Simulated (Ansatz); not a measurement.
# F3H4NSi2: a ladder of functionals and wavefunction methods

The task here is to estimate one member of a computed series from the others.

Method: functionals in def2-TZVPP, the program's frozen cores in correlated methods; program: Ansatz 0.2.0, Gaussian basis.

Levels to be run: LDA (SPW92), PBE-D4, revPBE-D4, BLYP-D4, r2SCAN-D4, B97M-V, PBE0-D4, B3LYP-D4, r2SCANh-D4, r2SCAN0-D4, HSE06-D4, BHLYP-D4, CAM-B3LYP-D4, LC-ωPBE, ωB97X-V, ωB97M-V, B2PLYP, PBE-QIDH; CCSD(T)/def2-SVP; CCSD(T)/def2-TZVPP; MP2/def2-QZVPP; extrapolation to the limit; RPA on PBE.

### Structure used throughout

All runs share one geometry, relaxed beforehand with PBE0-D4 in a triple-zeta def2 set.

SMILES `F[SiH2]N[SiH](F)F`, 10 atoms, charge 0, spin multiplicity 1.

Atoms are counted from 1 here; the program's logs count them from 0.

Bond lengths: F1–Si2 1.597 Å, Si2–N3 1.716 Å, Si2–H7 1.477 Å, Si2–H8 1.478 Å, N3–Si4 1.699 Å, N3–H9 1.013 Å, Si4–F5 1.585 Å, Si4–F6 1.586 Å, Si4–H10 1.468 Å. Angles: F1–Si2–N3 111.7°, F1–Si2–H7 107.4°, F1–Si2–H8 106.4°, N3–Si2–H7 108.1°, N3–Si2–H8 109.4°, H7–Si2–H8 113.9°, Si2–N3–Si4 128.3°, Si2–N3–H9 115.6°, Si4–N3–H9 116.0°, N3–Si4–F5 110.8°, N3–Si4–F6 110.9°, N3–Si4–H10 110.4°, F5–Si4–F6 104.7°, F5–Si4–H10 110.2°, F6–Si4–H10 109.7°.

The first run:

in.yaml reads:

```yaml
crystal:
  periodic: [false, false, false]
  atoms:
    - {symbol: F, position_ang: [-0.694499, -2.455827, 0.573327]}
    - {symbol: Si, position_ang: [-1.044809, -1.130451, -0.246131]}
    - {symbol: N, position_ang: [0.342940, -0.152121, -0.493062]}
    - {symbol: Si, position_ang: [0.866471, 1.183649, 0.417683]}
    - {symbol: F, position_ang: [2.346410, 0.963556, 0.940827]}
    - {symbol: F, position_ang: [0.947083, 2.485574, -0.483767]}
    - {symbol: H, position_ang: [-2.014327, -0.357690, 0.557236]}
    - {symbol: H, position_ang: [-1.570718, -1.575836, -1.553281]}
    - {symbol: H, position_ang: [0.945489, -0.432312, -1.257360]}
    - {symbol: H, position_ang: [-0.040939, 1.420259, 1.547427]}
basis:
  gaussian: {orbitals: def2-TZVPP}
hamiltonian: {xc: lda}
output: {orbitals: {seedname: orbitals}}
```

Among the steps run: LDA; PBE-D4 (GGA); revPBE-D4 (GGA); BLYP-D4 (GGA); r2SCAN-D4 (meta-GGA); B97M-V (meta-GGA); PBE0-D4 (hybrid); B3LYP-D4 (hybrid); r2SCANh-D4 (hybrid); r2SCAN0-D4 (hybrid); HSE06-D4 (hybrid); BHLYP-D4 (hybrid); CAM-B3LYP-D4 (range-separated); LC-ωPBE-D4 (range-separated; the results give it without D4); ωB97X-V (range-separated); ωB97M-V (range-separated); B2PLYP (double hybrid); PBE-QIDH (double hybrid).

One table of the session follows, with a row left open; its other results are not shown here.

It belongs to the step «Orbital energies across the functionals». 

```
  functional  HOMO (eV)  LUMO (eV)  gap (eV)
 LDA (SPW92)      -7.79      -0.80      6.99
      PBE-D4      -7.58      -0.56      7.02
   revPBE-D4      -7.50      -0.46      7.04
     BLYP-D4      -7.43      -0.48      6.94
   r2SCAN-D4          ?          ?         ?
      B97M-V      -8.03      -0.41      7.62
     PBE0-D4      -9.07       0.28      9.35
    B3LYP-D4      -8.79       0.02      8.81
  r2SCANh-D4      -8.47       0.18      8.65
  r2SCAN0-D4      -9.31       0.58      9.89
    HSE06-D4      -8.66      -0.09      8.57
    BHLYP-D4     -10.45       1.03     11.48
CAM-B3LYP-D4     -10.51       1.18     11.69
     LC-ωPBE     -11.95       2.44     14.38
     ωB97X-V     -11.55       2.26     13.80
     ωB97M-V     -11.46       1.84     13.30
```

**Question.** Estimate the row for r2SCAN-D4.

Worked estimate for «HOMO (eV)». Against the share of exact exchange, r2SCANh-D4 (0.1, -8.47), r2SCAN0-D4 (0.25, -9.31) give a slope of -5.60 per unit share; at 0 the line stands at -7.91.

The run gave: HOMO (eV): -7.91; LUMO (eV): -0.10; gap (eV): 7.81. In «HOMO (eV)» the line misses by 0.00.
